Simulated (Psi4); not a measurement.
# GeH2Cl− (SMILES [Cl][GeH2-]) at 4 levels

We compute a comparison of 4 runs (HF/STO-3G, B3LYP/6-31G*, PBE0-1/3/aug-pcseg-1, MP2/def2-TZVP) of GeH2Cl−. 

Program for the calculation: Psi4 1.11.

4 further runs of the same task are left out: 4 for a known fault of the program.

### 1 The system as given

GeH2Cl−: 4 atoms, total charge -1, spin state singlet. As SMILES, `[Cl][GeH2-]`. Geometry: a GFN2-xTB relaxation, a rough one for these elements and not checked as a minimum.

Bond lengths: Cl1–Ge2 2.321 Å, Ge2–H3 1.756 Å, Ge2–H4 1.757 Å. Angles: Cl1–Ge2–H3 93.9°, Cl1–Ge2–H4 93.5°, H3–Ge2–H4 86.7°.

### 2 Energy and gradient at HF/STO-3G (run 1)

clgeh2.xyz reads:

```xyz
4
ClGeH2
Cl    -1.566020     0.389730     1.014420
Ge     0.036260    -0.806600    -0.163840
H      0.151880     0.384060    -1.448900
H      1.377880     0.032810     0.598330
```

run.py reads:

```python
import psi4

psi4.set_memory('1600 MB')
psi4.set_num_threads(1)
psi4.core.set_output_file('psi4.out', False)

with open('clgeh2.xyz') as f:
    atoms = ''.join(f.readlines()[2:])
mol = psi4.geometry('-1 1\n' + atoms + 'symmetry c1')

options = {'basis': 'STO-3G', 'puream': True, 'e_convergence': 1e-09, 'd_convergence': 1e-08, 'scf_type': 'pk'}
psi4.set_options(options)

energy_value, wavefunction = psi4.gradient('scf', return_wfn=True)
print('gradient / Eh bohr^-1')
print(energy_value.np.round(6))
print(f'energy = {wavefunction.energy():.10f} Eh')
for k, v in sorted(psi4.core.scalar_variables().items()):
    print(f'{k:45s} {v:18.10f}')
```

Command:

```
$ python run.py
```

psi4.out:

```text
[...]
  Running in c1 symmetry.
[...]
  Nuclear repulsion =  149.536647438768881
[...]
  Multiplicity = 1
[...]
  Nalpha       = 26
  Nbeta        = 26
[...]
    Number of basis functions: 29
[...]
   @RHF iter   1: -2506.95482024926832   -3.13304e+00   2.22839e-02 DIIS/ADIIS
[...]
   @RHF iter  10: -2507.37828471732610   -2.27374e-12   3.21604e-09 DIIS
[...]
  @RHF Final Energy: -2507.37828471732610
   => Energetics <=
    Nuclear Repulsion Energy =            149.5366474387688811
    One-Electron Energy =               -3828.3214165017088817
    Two-Electron Energy =                1171.4064843456139897
    Total Energy =                      -2507.3782847173260961
[...]
 Multipole Moments:
 ------------------------------------------------------------------------------------
     Multipole            Electronic (a.u.)      Nuclear  (a.u.)        Total (a.u.)
 ------------------------------------------------------------------------------------
 L = 1.  Multiply by 2.5417464519 to convert [e a0] to [Debye]
 Dipole X            :          1.5347956           -1.3067793            0.2280164
 Dipole Y            :         -4.7949902            4.1372554           -0.6577347
 Dipole Z            :         -1.7741780            1.5173184           -0.2568596
 Magnitude           :                                                    0.7420130
[...]
  -Total Gradient:
     Atom            X                  Y                   Z
    ------   -----------------  -----------------  -----------------
       1       -0.006533056707     0.002867394507     0.004754558422
       2       -0.058908719412    -0.089366508787     0.019391293406
       3        0.010117859285     0.049579023657    -0.050146187799
       4        0.055323916763     0.036920090626     0.026000335940
[...]
```

The script printed:

```text
gradient / Eh bohr^-1
[[-0.006533  0.002867  0.004755]
 [-0.058909 -0.089367  0.019391]
 [ 0.010118  0.049579 -0.050146]
 [ 0.055324  0.03692   0.026   ]]
energy = -2507.3782847173 Eh
CURRENT ENERGY                                  -2507.3782847173
CURRENT REFERENCE ENERGY                        -2507.3782847173
DD SOLVATION ENERGY                                 0.0000000000
HF KINETIC ENERGY                                2501.2832606304
HF POTENTIAL ENERGY                             -5008.6615453478
HF TOTAL ENERGY                                 -2507.3782847173
HF VIRIAL RATIO                                     2.0024367588
NUCLEAR REPULSION ENERGY                          149.5366474388
ONE-ELECTRON ENERGY                             -3828.3214165017
PCM POLARIZATION ENERGY                             0.0000000000
PE ENERGY                                           0.0000000000
SCF ITERATION ENERGY                            -2507.3782847173
SCF ITERATIONS                                     10.0000000000
SCF TOTAL ENERGY                                -2507.3782847173
TWO-ELECTRON ENERGY                              1171.4064843456
```

Run time: 1.9 s. Hardware: 1 thread of Intel Xeon Platinum 8488C (Sapphire Rapids), shared host; peak memory 0.2 GiB.

### 3 Energy and gradient at B3LYP/6-31G(d) (Cartesian functions) (run 2)

clgeh2.py reads:

```python
import psi4

psi4.set_memory(1600000000)
psi4.set_num_threads(1)
psi4.core.set_output_file('clgeh2.out', False)

mol = psi4.geometry("""
-1 1
Cl    -2.95934891     0.73648296     1.91697598
Ge     0.06852147    -1.52425309    -0.30961273
H      0.28701160     0.72576822    -2.73802418
H      2.60381583     0.06200191     1.13067983
units au
symmetry c1
""")

psi4.set_options({
    'basis': '6-31G*',
    'puream': False,
    'e_convergence': 1e-09,
    'd_convergence': 1e-08,
    'scf_type': 'pk',
    'dft_radial_points': 99,
    'dft_spherical_points': 590,
})

result = psi4.gradient("b3lyp")
print('gradient / Eh bohr^-1')
print(result.np.round(6))
```

Command:

```
$ python clgeh2.py
```

clgeh2.out:

```text
[...]
  Running in c1 symmetry.
[...]
  Nuclear repulsion =  149.536647400367855
[...]
  Multiplicity = 1
[...]
  Nalpha       = 26
  Nbeta        = 26
[...]
    Number of basis functions: 58
[...]
   @RKS iter   1: -2536.44122641711010   -1.96909e+00   5.10578e-02 DIIS/ADIIS
[...]
   @RKS iter  12: -2538.23374683556267   -4.54747e-13   5.46272e-09 DIIS
[...]
  @RKS Final Energy: -2538.23374683556267
   => Energetics <=
    Nuclear Repulsion Energy =            149.5366474003678547
    One-Electron Energy =               -3840.6671494032311784
    Two-Electron Energy =                1239.9584617557266029
    DFT Exchange-Correlation Energy =     -87.0617065884256789
    Empirical Dispersion Energy =           0.0000000000000000
    VV10 Nonlocal Energy =                  0.0000000000000000
    Total Energy =                      -2538.2337468355626697
[...]
  -Total Gradient:
     Atom            X                  Y                   Z
    ------   -----------------  -----------------  -----------------
       1        0.010176363219    -0.005797375997    -0.006976678301
       2       -0.027370550783    -0.021927154284     0.012338584589
       3        0.002381101537     0.015532399313    -0.013241916081
       4        0.014812318274     0.012192725970     0.007880597085
[...]
```

On the terminal:

```text
gradient / Eh bohr^-1
[[ 0.010176 -0.005797 -0.006977]
 [-0.027371 -0.021927  0.012339]
 [ 0.002381  0.015532 -0.013242]
 [ 0.014812  0.012193  0.007881]]
```

Wall time 8.7 s (1 thread of Intel Xeon Platinum 8488C (Sapphire Rapids), shared host); peak memory 0.53 GiB.

Run 3 isn't shown in full; the table further down has it.

### 4 The energy at MP2/def2-TZVP (run 4)

calc.inp reads:

```
memory 1600 mb

molecule system {
  -1 1
  Cl    -1.566020     0.389730     1.014420
  Ge     0.036260    -0.806600    -0.163840
  H      0.151880     0.384060    -1.448900
  H      1.377880     0.032810     0.598330
  units angstrom
  symmetry c1
  no_reorient
  no_com
}

set basis def2-TZVP
set puream true
set e_convergence 1e-09
set d_convergence 1e-08
set scf_type pk
set num_frozen_docc 14
set mp2_type conv

e, wfn = energy("mp2", return_wfn=True)
```

Command:

```
$ psi4 -i calc.inp -o calc.out -n 1
```

calc.out:

```text
[...]
  Running in c1 symmetry.
[...]
  Nuclear repulsion =  149.536647438768881
[...]
  Multiplicity = 1
[...]
  Nalpha       = 26
  Nbeta        = 26
[...]
    Number of basis functions: 97
[...]
   @RHF iter   1: -2534.56803615468380   -3.14557e+00   2.90762e-02 DIIS/ADIIS
[...]
   @RHF iter  12: -2536.08259161382830   -1.59162e-11   7.35693e-09 DIIS
[...]
  @RHF Final Energy: -2536.08259161382830
   => Energetics <=
    Nuclear Repulsion Energy =            149.5366474387688811
    One-Electron Energy =               -3842.0799731474739929
    Two-Electron Energy =                1156.4607340948773526
    Total Energy =                      -2536.0825916138278444
[...]
 Multipole Moments:
 ------------------------------------------------------------------------------------
     Multipole            Electronic (a.u.)      Nuclear  (a.u.)        Total (a.u.)
 ------------------------------------------------------------------------------------
 L = 1.  Multiply by 2.5417464519 to convert [e a0] to [Debye]
 Dipole X            :         46.0339978          -45.2254170            0.8085809
 Dipole Y            :         35.5463465          -35.4681185            0.0782280
 Dipole Z            :        -21.5500395           21.0736399           -0.4763996
 Magnitude           :                                                    0.9417426
[...]
	SCS-MP2 Total Energy (a.u.)        : -2536.51283824495431
	SOS-MP2 Total Energy (a.u.)        : -2536.47347687612591
	SCSN-MP2 Total Energy (a.u.)       : -2536.29041964124372
[...]
	SOS-PI-MP2 Total Energy (a.u.)     : -2536.53862441984256
[...]
	MP2 Total Energy (a.u.)            : -2536.52641343889582
[...]
```

Run time: 6 s. Hardware: 1 thread of Intel Xeon Platinum 8488C (Sapphire Rapids), shared host; peak memory 0.56 GiB.

### 5 All runs side by side

```
run                                         level  Cartesian functions         integration grid   energy (Eh)  HOMO energy (eV)  LUMO energy (eV)  HOMO–LUMO gap (eV)  wall time
  1                                     HF/STO-3G                   no                        –  -2507.378285              0.69             15.35               14.66      1.9 s
  2            B3LYP/6-31G* (Cartesian functions)                  yes  99 radial × 590 angular  -2538.233747             -0.57              4.61                5.17      8.7 s
  3  PBE0-1/3/aug-pcseg-1 (DKH3, density fitting)                   no  75 radial × 302 angular  -2555.545443             -1.47              3.17                4.64      4.2 s
  4                                 MP2/def2-TZVP                   no                        –  -2536.526413             -3.11              8.02               11.13        6 s
```

### 6 Outcome

| quantity | value |
| --- | --- |
| run 4: total energy | -2536.52641 Eh |
| run 4: HOMO energy (Hartree–Fock orbitals) | -3.11 eV |
| run 4: LUMO energy (Hartree–Fock orbitals) | 8.02 eV |
| run 4: HOMO–LUMO gap (to an unbound level, set by the basis) | 11.13 eV |
| run 4: correlation energy (14 core orbitals frozen) | -443.8 mEh |

In words: Over runs 1, 2, 3 the HOMO–LUMO gap runs from 4.64 eV (PBE0-1/3/aug-pcseg-1) to 14.66 eV (HF/STO-3G). The two ends differ in method and basis and Hamiltonian. The empty levels of an anion lie above zero and hang on the basis. Totals of different functionals can't be ranked against each other. Some runs of one species differ in core potentials or relativity; totals across that change don't compare. In run 1 the HOMO lies above zero, so the outermost electron may be held by the basis alone. In run 1 the basis is minimal, so the values are rough. All runs together took 21 s, the longest 8.7 s.
